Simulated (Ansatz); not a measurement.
**InH3O (SMILES [OH][InH2]): one structure at several levels**

One table from this session's results is given with a row withheld; the runs are named, their logs left out.

Method: single points in def2-TZVPP; program: Ansatz 0.2.0, Gaussian basis.

Correlated methods freeze the cores. Filled d shells of the heavier atoms are correlated. Core potentials replace the inner electrons past krypton, and spin-orbit coupling is left out. B3LYP uses VWN-RPA correlation.

## The starting structure

5 atoms, charge 0, spin multiplicity 1.

Atoms are counted from 1 here; the program's logs count them from 0.

Bond lengths: O1–In2 1.834 Å, O1–H3 0.985 Å, In2–H4 1.659 Å, In2–H5 1.629 Å. Angles: In2–O1–H3 121.4°, O1–In2–H4 125.6°, O1–In2–H5 109.4°, H4–In2–H5 125.0°.

As a file:

```mol
H3InO
  3D, bonds by distance, orders not assigned

  5  4  0  0  0  0  0  0  0  0999 V2000
    0.8060   -0.7595    0.7251 O   0  0
   -0.1595    0.4565   -0.2501 In  0  0
    0.4384   -1.6459    0.9487 H   0  0
   -1.5878    0.1489   -1.0351 H   0  0
    0.6195    1.8869   -0.2525 H   0  0
  1  2  8  0
  1  3  8  0
  2  4  8  0
  2  5  8  0
M  END
```

Set-up of the first run:

Input file run/in.yaml:

```yaml
crystal:
  periodic: [false, false, false]
  atoms:
    - {symbol: O, position_ang: [0.806000, -0.759500, 0.725100]}
    - {symbol: In, position_ang: [-0.159500, 0.456500, -0.250100]}
    - {symbol: H, position_ang: [0.438400, -1.645900, 0.948700]}
    - {symbol: H, position_ang: [-1.587800, 0.148900, -1.035100]}
    - {symbol: H, position_ang: [0.619500, 1.886900, -0.252500]}
basis:
  gaussian: {orbitals: def2-TZVPP}
correlation: {method: ccsd_t}
output: {forces: true}
```

The command line of these runs was not kept.

Steps of the session up to this table: CCSD(T)/def2-TZVPP; PBE0-D4/def2-TZVPP; wB97M-V/def2-TZVPP; r2SCAN-D4/def2-TZVPP; PBE-D4/def2-TZVPP; wB97X-V/def2-TZVPP; B3LYP-D4/def2-TZVPP.

One of the session's tables, all rows but one given; the rest of the session is left out.

```
   method  RMS force component (eV/Å)  angle to CCSD(T) forces (°)  dipole (D)
  CCSD(T)                       1.769                    reference        1.52
  PBE0-D4                       1.735                          2.1        1.51
  wB97M-V                           ?                            ?           ?
r2SCAN-D4                       1.737                          0.9        1.47
   PBE-D4                       1.764                          6.4        1.41
  wB97X-V                       1.741                          1.5        1.54
 B3LYP-D4                       1.819                          1.6        1.50
```

Q: Estimate the row for wB97M-V from the others.

The run gave: RMS force component (eV/Å): 1.760; angle to CCSD(T) forces (°): 1.1; dipole (D): 1.53. In the column «RMS force component (eV/Å)» it lies between wB97X-V (1.741) and PBE-D4 (1.764).
